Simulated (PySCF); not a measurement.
# A diatomic session: SrLi

Aim: find the lowest electronic state of SrLi, scan its bond at several levels of theory, and get bond length, wavenumber and dissociation energy from each curve.

Program: PySCF 2.14.0. Level of theory: Sr def2-SVPD with ECP28, Li def2-SVPD, scalar-relativistic core potentials. These are calculated values, not measurements.

## Step 1: The job

Settings of the job:

```yaml
atoms: Sr, Li
charge: 0
basis: Sr def2-SVPD with ECP28, Li def2-SVPD
Hamiltonian: scalar-relativistic core potentials
basis_functions: 38
electrons_treated: 13
masses_in_u: 87.9056, 7.0160
levels: PBE0, PBE, r²SCAN, BLYP, PBEsol, M06-2X, HSE06, HF, MP2, SCS-MP2, CCSD, CCSD(T)
grid: 80 radial by 434 angular points
occupations: held fixed by the projection of orbital angular momentum
dissociation_limit: Sr + Li, each in its ground configuration
starting_distance_in_angstrom: 2.995
values_of_2S_to_try: 1, 3
```

Command:

```console
> OMP_NUM_THREADS=1 python dia.py task.json out
```

After this run come: PBE0 along the bond; Excited determinants; PBE; r²SCAN; BLYP (GGA); PBEsol (GGA); M06-2X (hybrid meta-GGA); HSE06 (range-separated hybrid); ROHF (mean field); Adding correlation.

What does the calculation give? Wanted: for each run, Re; ωe; De; μ.

**Answer**, as computed:

Lowest PBE0 solution found, without spin–orbit coupling: ²Σ⁺ (doublet), unpaired electrons σ ↑. State 3 has its PBE0 minimum 1.45 eV higher. State 4 has its PBE0 minimum 1.48 eV higher. The other levels ran on the lowest alone.

| level | Re (Å) | ωe (cm⁻¹) | De (eV) | μ (D) |
| --- | --- | --- | --- | --- |
| ROHF-CCSD | 3.723 | 136.1 | 0.195 | n/a |
| ROHF-CCSD(T) | 3.701 | 141.5 | 0.217 | n/a |
| PBE | 3.623 | 174.5 | 0.369 | -0.47 |
| PBEsol | 3.610 | 176.9 | 0.398 | -0.31 |
| BLYP | 3.656 | 161.1 | 0.246 | -0.55 |
| r²SCAN | 3.662 | 174.7 | 0.415 | 0.25 |
| PBE0 | 3.640 | 174.2 | 0.344 | -0.16 |
| HSE06 | 3.639 | 173.1 | 0.344 | -0.23 |
| M06-2X | 3.589 | 181.9 | 0.394 | 0.17 |

De is counted to Sr + Li in their ground configurations. A positive dipole means Sr(−)Li(+). No constants: ROHF (no minimum is bracketed among the points kept); ROHF-MP2 (the points don't follow one smooth fit); ROHF-SCS-MP2 (the points don't follow one smooth fit).

**Reading.** The methods spread over 0.133 Å in bond length, from M06-2X to ROHF-CCSD. Among the levels with a De in the table, it runs from 0.195 eV (ROHF-CCSD) to 0.415 eV (r²SCAN).

T1 is 0.028 near the minimum (highest on the curve 0.054), which may point to more than one leading configuration. Spin–orbit coupling is left out.
